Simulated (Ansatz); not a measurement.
# SiH₄O₄: geometry and frequencies at several levels

Aim: geometry and frequencies at several levels, for SiH₄O₄, with the cost of each level.

Method: the levels named in each step, in Ansatz 0.2.0.

### Step 1. Starting point

Bond lengths: O1–Si2 1.625 Å, Si2–O3 1.625 Å, Si2–O4 1.624 Å, Si2–O5 1.625 Å, O1–H6 0.952 Å, O3–H7 0.952 Å, O4–H8 0.952 Å, O5–H9 0.952 Å. Angles: O1–Si2–O3 106.5°, O1–Si2–O4 106.8°, O1–Si2–O5 115.3°, O3–Si2–O4 115.3°, O3–Si2–O5 106.7°, O4–Si2–O5 106.6°, Si2–O1–H6 118.5°, Si2–O3–H7 118.5°, Si2–O4–H8 118.5°, Si2–O5–H9 118.4°.

Coordinates:

```xyz
9

O     0.7019    1.1924   -0.8512
Si   -0.0002   -0.0005   -0.0008
O    -1.0254    0.7145    1.0380
O    -0.6896   -1.0015   -1.0774
O     1.0129   -0.9055    0.8906
H     1.0006    1.9672   -0.3848
H    -1.3879    0.1950    1.7488
H    -1.1693   -0.6228   -1.8076
H     1.5679   -1.5375    0.4439
```

### Step 2. A rough first relaxation, PBE-D4/def2-SVP

File input.yaml:

```yaml
crystal:
  periodic: [false, false, false]
  atoms:
    - { symbol: O, position_ang: [0.70191, 1.19243, -0.85121] }
    - { symbol: Si, position_ang: [-0.00017, -0.0005, -0.00085] }
    - { symbol: O, position_ang: [-1.02538, 0.71454, 1.03796] }
    - { symbol: O, position_ang: [-0.68964, -1.00147, -1.0774] }
    - { symbol: O, position_ang: [1.01286, -0.90553, 0.89064] }
    - { symbol: H, position_ang: [1.00057, 1.96724, -0.38482] }
    - { symbol: H, position_ang: [-1.38792, 0.19498, 1.74881] }
    - { symbol: H, position_ang: [-1.16931, -0.62283, -1.80761] }
    - { symbol: H, position_ang: [1.56789, -1.53752, 0.44388] }
basis:
  gaussian: { orbitals: def2-SVP }
hamiltonian:
  xc: pbe
  dispersion: d4
relax:
  f_tol: 0.03
  max_steps: 200
```

Launch:

```sh
$ ansatz run input.yaml --threads 4 --pin off --max-ram 10240MiB --backend cpu --events-out ev --progress --plain --runs-dir out
```

After this run come: Relaxation, r2SCAN-D4/def2-TZVPP; Frequencies, r2SCAN-D4/def2-TZVPP; Relaxation, B3LYP-D4/def2-TZVPP; Frequencies, B3LYP-D4/def2-TZVPP.

**Question.** What will these runs give? Wanted: O1–Si2 at B3LYP-D4/def2-TZVPP; Si2–O3 at B3LYP-D4/def2-TZVPP; Si2–O4 at B3LYP-D4/def2-TZVPP; frequencies at B3LYP-D4/def2-TZVPP.

**Answer**, as computed:

| quantity | value |
| --- | --- |
| O1–Si2 at B3LYP-D4/def2-TZVPP | 1.635 Å |
| Si2–O3 at B3LYP-D4/def2-TZVPP | 1.635 Å |
| Si2–O4 at B3LYP-D4/def2-TZVPP | 1.635 Å |
| frequencies at B3LYP-D4/def2-TZVPP | 194 to 3900 cm⁻¹ |

The O1–Si2 distance spreads over 0.002 Å, from r2SCAN-D4/def2-TZVPP (shortest) to B3LYP-D4/def2-TZVPP. No mode is imaginary, so the geometry is a minimum.
